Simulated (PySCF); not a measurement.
**YbF3(NH3): other functionals and bases at one geometry**

Aim: see how levels, charges and forces of YbF3(NH3) depend on the level of theory. The species was built from a template and needn't be a known compound.

The runs use PySCF 2.14.0; several levels, as the steps say, no spin–orbit coupling.

2 further runs of the same task are left out: 2 for a known fault of the program.

## (1) Starting geometry

8 atoms, charge 0, spin multiplicity 1.

Bond lengths: Yb1–F2 1.997 Å, Yb1–F3 1.997 Å, Yb1–F4 1.997 Å, Yb1–N5 2.450 Å, N5–H6 1.032 Å, N5–H7 1.032 Å, N5–H8 1.032 Å. Angles: F2–Yb1–F3 117.2°, F2–Yb1–F4 117.2°, F2–Yb1–N5 99.7°, F3–Yb1–F4 117.2°, F3–Yb1–N5 99.7°, F4–Yb1–N5 99.7°, Yb1–N5–H6 112.5°, Yb1–N5–H7 112.5°, Yb1–N5–H8 112.5°, H6–N5–H7 106.3°, H6–N5–H8 106.3°, H7–N5–H8 106.3°.

Coordinates:

```mol
F3H3NYb
  3D, bonds by distance, orders not assigned

  8  7  0  0  0  0  0  0  0  0999 V2000
    0.0816   -0.0816    0.0816 Yb  0  0
    1.0801    1.3307    1.0801 F   0  0
   -1.3307   -1.0801    1.0801 F   0  0
    1.0801   -1.0801   -1.3307 F   0  0
   -1.3331    1.3331   -1.3331 N   0  0
   -1.9505    1.9505   -0.7828 H   0  0
   -0.7828    1.9505   -1.9505 H   0  0
   -1.9505    0.7828   -1.9505 H   0  0
  1  2  8  0
  1  3  8  0
  1  4  8  0
  1  5  8  0
  5  6  8  0
  5  7  8  0
  5  8  8  0
M  END
```

Formal oxidation states: Yb +3. Each metal's 13 4f electrons lie in its core potential, so multiplicities, spins and levels count the valence alone. An earlier session relaxed this geometry at BP86, Yb lcecp-1-SVP with ECP59, F def2-SVP, N def2-SVP, H def2-SVP (singlet, point group C3v).

At BP86 on the finer grid: E = -395.581074 Eh, HOMO -7.72 eV, LUMO -1.46 eV, Mulliken charge on Yb1 +0.92 e, largest force component 0.009 eV/Å. 

Levels to run: BLYP; PBE; M06-L; TPSS; BP86, TZVP. Hardware: 2 threads of Arm Neoverse V1, shared host.

## (2) BLYP

run.py (the lines that set the calculation) reads:

```python
mol = gto.M(atom='''
Yb     0.08164    -0.08164     0.08164
F      1.08007     1.33068     1.08007
F     -1.33068    -1.08007     1.08007
F      1.08007    -1.08007    -1.33068
N     -1.33305     1.33305    -1.33305
H     -1.95054     1.95054    -0.78284
H     -0.78284     1.95054    -1.95054
H     -1.95054     0.78284    -1.95054''',
    basis={'Yb': 'lcecp-1-SVP', 'F': 'def2-SVP', 'N': 'def2-SVP', 'H': 'def2-SVP'},
    ecp={'Yb': 'lcecp-1-SVP'},
    charge=0, spin=0)
mf = dft.RKS(mol, xc='BLYP')
mf.grids.atom_grid = (75, 302)  # f atoms: unpruned, at least (60, 302)
mf = mf.density_fit()  # fitting sets: Yb AutoAux, F def2-universal-JKFIT, N def2-universal-JKFIT, H def2-universal-JKFIT
mf.conv_tol = 1e-08; mf.max_cycle = 55
mf.kernel(dm0)  # dm0: the density of the relaxed state
```

Started as:

```
OMP_NUM_THREADS=2 python run.py
```

Log:

```text
init E= -395.455659303923
  HOMO = -0.276686502045109  LUMO = -0.0590127093552759  gap/eV = 5.92321
cycle= 1 E= -395.456307092909  delta_E= -0.000648  |g|= 0.0511  |ddm|= 0.132
  HOMO = -0.268997316066864  LUMO = -0.0601188549356095  gap/eV = 5.68387
cycle= 2 E= -395.454161629453  delta_E= 0.00215  |g|= 0.121  |ddm|= 0.112
  HOMO = -0.276963214107325  LUMO = -0.0601762997591564  gap/eV = 5.89907
cycle= 3 E= -395.456742424697  delta_E= -0.00258  |g|= 0.00632  |ddm|= 0.0848
  HOMO = -0.276641013332646  LUMO = -0.0603522285649767  gap/eV = 5.88552
cycle= 4 E= -395.456749357424  delta_E= -6.93e-06  |g|= 0.00237  |ddm|= 0.00601
  HOMO = -0.27654007197508  LUMO = -0.0602780250447772  gap/eV = 5.88479
cycle= 5 E= -395.456750573418  delta_E= -1.22e-06  |g|= 0.000164  |ddm|= 0.0019
  HOMO = -0.276517577122551  LUMO = -0.0602727258539986  gap/eV = 5.88432
cycle= 6 E= -395.456750579288  delta_E= -5.87e-09  |g|= 2.56e-05  |ddm|= 0.000187
  HOMO = -0.27651777232587  LUMO = -0.0602702043283401  gap/eV = 5.88440
Extra cycle  E= -395.456750579193  delta_E= 9.54e-11  |g|= 3.49e-05  |ddm|= 5.73e-05
converged SCF energy = -395.456750579193
```

It took 5.4 s on 2 threads of Arm Neoverse V1, shared host.

It gives: E = -395.456751 Eh, HOMO -7.52 eV, LUMO -1.64 eV, Mulliken charge on Yb1 +0.88 e, largest force component 0.147 eV/Å. 

## (3) PBE

Changes to run.py (the lines that set the calculation) since step 2:

```diff
@@ -12,3 +12,3 @@
     charge=0, spin=0)
-mf = dft.RKS(mol, xc='BLYP')
+mf = dft.RKS(mol, xc='PBE')
 mf.grids.atom_grid = (75, 302)  # f atoms: unpruned, at least (60, 302)
```

Started as:

```
OMP_NUM_THREADS=2 python run.py
```

Log:

```text
init E= -395.183663436638
  HOMO = -0.278295373253047  LUMO = -0.0580333524671737  gap/eV = 5.99363
cycle= 1 E= -395.183826695164  delta_E= -0.000163  |g|= 0.00821  |ddm|= 0.0531
  HOMO = -0.281475658081198  LUMO = -0.0585677042767898  gap/eV = 6.06563
cycle= 2 E= -395.183770993763  delta_E= 5.57e-05  |g|= 0.0198  |ddm|= 0.0195
  HOMO = -0.280097386759957  LUMO = -0.058619616617456  gap/eV = 6.02672
cycle= 3 E= -395.183839149884  delta_E= -6.82e-05  |g|= 0.000538  |ddm|= 0.0133
  HOMO = -0.28000064988978  LUMO = -0.0585885859734177  gap/eV = 6.02493
cycle= 4 E= -395.183839216631  delta_E= -6.67e-08  |g|= 0.000246  |ddm|= 0.000845
  HOMO = -0.279982436104361  LUMO = -0.0585965914833011  gap/eV = 6.02422
cycle= 5 E= -395.183839226758  delta_E= -1.01e-08  |g|= 0.000116  |ddm|= 0.00025
  HOMO = -0.279982457276331  LUMO = -0.0585940991623985  gap/eV = 6.02428
cycle= 6 E= -395.183839229761  delta_E= -3e-09  |g|= 4.88e-06  |ddm|= 9.58e-05
  HOMO = -0.279983671833925  LUMO = -0.0585937381448822  gap/eV = 6.02433
Extra cycle  E= -395.183839229761  delta_E= 2.27e-13  |g|= 6.37e-06  |ddm|= 1e-05
converged SCF energy = -395.183839229761
```

Run time: 5.5 s. Hardware: 2 threads of Arm Neoverse V1, shared host.

Result: E = -395.183839 Eh, HOMO -7.62 eV, LUMO -1.59 eV, Mulliken charge on Yb1 +0.90 e, largest force component 0.023 eV/Å. 

## (4) M06-L

Changes to run.py (the lines that set the calculation) since step 3:

```diff
@@ -12,3 +12,3 @@
     charge=0, spin=0)
-mf = dft.RKS(mol, xc='PBE')
+mf = dft.RKS(mol, xc='M06L')
 mf.grids.atom_grid = (75, 302)  # f atoms: unpruned, at least (60, 302)
```

Started as:

```
OMP_NUM_THREADS=2 python run.py
```

Log:

```text
init E= -395.48155654988
  HOMO = -0.305467859076877  LUMO = -0.0238082240134609  gap/eV = 7.66435
cycle= 1 E= -395.489047054257  delta_E= -0.00749  |g|= 0.146  |ddm|= 0.41
  HOMO = -0.269761852307987  LUMO = -0.0282347493280213  gap/eV = 6.57229
cycle= 2 E= -395.476010966464  delta_E= 0.013  |g|= 0.308  |ddm|= 0.321
  HOMO = -0.291356888444246  LUMO = -0.0259983421556811  gap/eV = 7.22077
cycle= 3 E= -395.493091424004  delta_E= -0.0171  |g|= 0.00361  |ddm|= 0.213
  HOMO = -0.290988945765749  LUMO = -0.0259195029073176  gap/eV = 7.21291
cycle= 4 E= -395.493093436255  delta_E= -2.01e-06  |g|= 0.00322  |ddm|= 0.00733
  HOMO = -0.291005086907783  LUMO = -0.0257933115193545  gap/eV = 7.21678
cycle= 5 E= -395.493095475602  delta_E= -2.04e-06  |g|= 0.0011  |ddm|= 0.00276
  HOMO = -0.29101358974336  LUMO = -0.0258265836096818  gap/eV = 7.21611
cycle= 6 E= -395.493095735722  delta_E= -2.6e-07  |g|= 0.000183  |ddm|= 0.000958
  HOMO = -0.290992205874828  LUMO = -0.0258306508799251  gap/eV = 7.21541
cycle= 7 E= -395.493095742307  delta_E= -6.58e-09  |g|= 1.41e-05  |ddm|= 0.000155
  HOMO = -0.290991527252298  LUMO = -0.0258314305066989  gap/eV = 7.21537
Extra cycle  E= -395.493095742255  delta_E= 5.16e-11  |g|= 2.23e-05  |ddm|= 3.49e-05
converged SCF energy = -395.493095742255
```

It took 8.2 s on 2 threads of Arm Neoverse V1, shared host.

Read off: E = -395.493096 Eh, HOMO -7.92 eV, LUMO -0.70 eV, Mulliken charge on Yb1 +1.29 e, largest force component 0.310 eV/Å. 

## (5) TPSS

Changes to run.py (the lines that set the calculation) since step 4:

```diff
@@ -12,3 +12,3 @@
     charge=0, spin=0)
-mf = dft.RKS(mol, xc='M06L')
+mf = dft.RKS(mol, xc='TPSS')
 mf.grids.atom_grid = (75, 302)  # f atoms: unpruned, at least (60, 302)
```

Started as:

```
OMP_NUM_THREADS=2 python run.py
```

Log:

```text
init E= -395.547640442303
  HOMO = -0.287299527186089  LUMO = -0.0491378653301133  gap/eV = 6.48071
cycle= 1 E= -395.547796041469  delta_E= -0.000156  |g|= 0.0645  |ddm|= 0.132
  HOMO = -0.27383763095467  LUMO = -0.0502110951466186  gap/eV = 6.08519
cycle= 2 E= -395.544355751748  delta_E= 0.00344  |g|= 0.153  |ddm|= 0.156
  HOMO = -0.283738455479432  LUMO = -0.0494052783767884  gap/eV = 6.37653
cycle= 3 E= -395.548594275503  delta_E= -0.00424  |g|= 0.00284  |ddm|= 0.105
  HOMO = -0.283439495006701  LUMO = -0.049324908433654  gap/eV = 6.37058
cycle= 4 E= -395.548596507558  delta_E= -2.23e-06  |g|= 0.000345  |ddm|= 0.00402
  HOMO = -0.283459657507425  LUMO = -0.0493244702494735  gap/eV = 6.37114
cycle= 5 E= -395.548596518937  delta_E= -1.14e-08  |g|= 0.000232  |ddm|= 0.000418
  HOMO = -0.283463065943903  LUMO = -0.0493321447652697  gap/eV = 6.37103
cycle= 6 E= -395.548596530524  delta_E= -1.16e-08  |g|= 2.15e-05  |ddm|= 0.000186
  HOMO = -0.283464238143267  LUMO = -0.049331458146515  gap/eV = 6.37108
cycle= 7 E= -395.548596530623  delta_E= -9.92e-11  |g|= 3.29e-06  |ddm|= 2e-05
  HOMO = -0.283464223249104  LUMO = -0.0493314947319092  gap/eV = 6.37108
Extra cycle  E= -395.548596530619  delta_E= 4.32e-12  |g|= 3.85e-06  |ddm|= 6.31e-06
converged SCF energy = -395.548596530619
```

Run time: 8.4 s. Hardware: 2 threads of Arm Neoverse V1, shared host.

It gives: E = -395.548597 Eh, HOMO -7.71 eV, LUMO -1.34 eV, Mulliken charge on Yb1 +1.02 e, largest force component 0.076 eV/Å. 

## (6) BP86, TZVP

Basis: Yb lcecp-1-TZVP with ECP59, F def2-TZVP, N def2-TZVP, H def2-TZVP. 

Changes to run.py (the lines that set the calculation) since step 5:

```diff
@@ -9,6 +9,6 @@
 H     -1.95054     0.78284    -1.95054''',
-    basis={'Yb': 'lcecp-1-SVP', 'F': 'def2-SVP', 'N': 'def2-SVP', 'H': 'def2-SVP'},
-    ecp={'Yb': 'lcecp-1-SVP'},
+    basis={'Yb': 'lcecp-1-TZVP', 'F': 'def2-TZVP', 'N': 'def2-TZVP', 'H': 'def2-TZVP'},
+    ecp={'Yb': 'lcecp-1-TZVP'},
     charge=0, spin=0)
-mf = dft.RKS(mol, xc='TPSS')
+mf = dft.RKS(mol, xc='B88,P86')
 mf.grids.atom_grid = (75, 302)  # f atoms: unpruned, at least (60, 302)
@@ -16,2 +16,2 @@
 mf.conv_tol = 1e-08; mf.max_cycle = 55
-mf.kernel(dm0)  # dm0: the density of the relaxed state
+mf.kernel(dm0)  # dm0: free metal ions and neutral atoms
```

Started as:

```
OMP_NUM_THREADS=2 python run.py
```

Log:

```text
init E= -400.540081989459
  HOMO = -0.316026111899903  LUMO = -0.0891873923648638  gap/eV = 6.17260
cycle= 1 E= -395.969881024805  delta_E= 4.57  |g|= 0.628  |ddm|= 2.29
  HOMO = -0.290013613718035  LUMO = -0.089765342948823  gap/eV = 5.44903
cycle= 2 E= -395.948790248754  delta_E= 0.0211  |g|= 0.619  |ddm|= 0.683
  HOMO = -0.265482229732369  LUMO = -0.0631597142515472  gap/eV = 5.50548
cycle= 3 E= -395.996028432319  delta_E= -0.0472  |g|= 0.351  |ddm|= 0.468
  HOMO = -0.299313502694596  LUMO = -0.0615416923001647  gap/eV = 6.47010
cycle= 4 E= -396.015140107417  delta_E= -0.0191  |g|= 0.101  |ddm|= 0.184
  HOMO = -0.292881143973409  LUMO = -0.0637997040381445  gap/eV = 6.23362
cycle= 5 E= -396.016774093494  delta_E= -0.00163  |g|= 0.0247  |ddm|= 0.0561
  HOMO = -0.292704676239874  LUMO = -0.0631673237919045  gap/eV = 6.24603
cycle= 6 E= -396.016895244591  delta_E= -0.000121  |g|= 0.00357  |ddm|= 0.017
  HOMO = -0.292640709953865  LUMO = -0.0633545999390307  gap/eV = 6.23919
cycle= 7 E= -396.01689809797  delta_E= -2.85e-06  |g|= 0.000562  |ddm|= 0.00344
  HOMO = -0.292613510671036  LUMO = -0.0633327761943943  gap/eV = 6.23905
cycle= 8 E= -396.016898169904  delta_E= -7.19e-08  |g|= 0.000111  |ddm|= 0.000585
  HOMO = -0.292620031514158  LUMO = -0.0633335013474594  gap/eV = 6.23920
cycle= 9 E= -396.016898171917  delta_E= -2.01e-09  |g|= 3e-05  |ddm|= 7.42e-05
  HOMO = -0.292624853281269  LUMO = -0.0633336007704882  gap/eV = 6.23933
Extra cycle  E= -396.016898171872  delta_E= 4.48e-11  |g|= 3.58e-05  |ddm|= 4.43e-05
converged SCF energy = -396.016898171872
```

Run time: 15 s. Hardware: 2 threads of Arm Neoverse V1, shared host.

Read off: E = -396.016898 Eh, HOMO -7.96 eV, LUMO -1.72 eV, Mulliken charge on Yb1 +1.50 e, largest force component 0.228 eV/Å. 

## (7) All levels side by side

| level | state | HOMO (eV) | gap (eV) | charge on Yb1 (e) | dipole (D) | largest force (eV/Å) | basis functions | time |
| --- | --- | --- | --- | --- | --- | --- | --- | --- |
| BP86 (relaxed here) | singlet | -7.72 | 6.25 | 0.92 | 6.47 | 0.01 | 104 | 13 s |
| BLYP | singlet | -7.52 | 5.88 | 0.88 | 6.45 | 0.15 | 104 | 5.4 s |
| PBE | singlet | -7.62 | 6.02 | 0.90 | 6.47 | 0.02 | 104 | 5.5 s |
| M06-L | singlet | -7.92 | 7.22 | 1.29 | 6.45 | 0.31 | 104 | 8.2 s |
| TPSS | singlet | -7.71 | 6.37 | 1.02 | 6.47 | 0.08 | 104 | 8.4 s |
| BP86, TZVP | singlet | -7.96 | 6.24 | 1.50 | 6.51 | 0.23 | 189 | 15 s |

Times are on 2 threads of Arm Neoverse V1, shared host; the first row also made further properties.

In one basis the gap runs from 5.88 eV (BLYP) to 7.22 eV (M06-L). The largest leftover force, 0.31 eV/Å with M06-L, stands at a geometry relaxed at another level. The Mulliken charge on Yb spans +0.88 to +1.50 e over the levels. With 4f in the core, its levels are missing from HOMO and gap. Total energies of different levels can't be compared. Spin–orbit coupling is left out throughout.
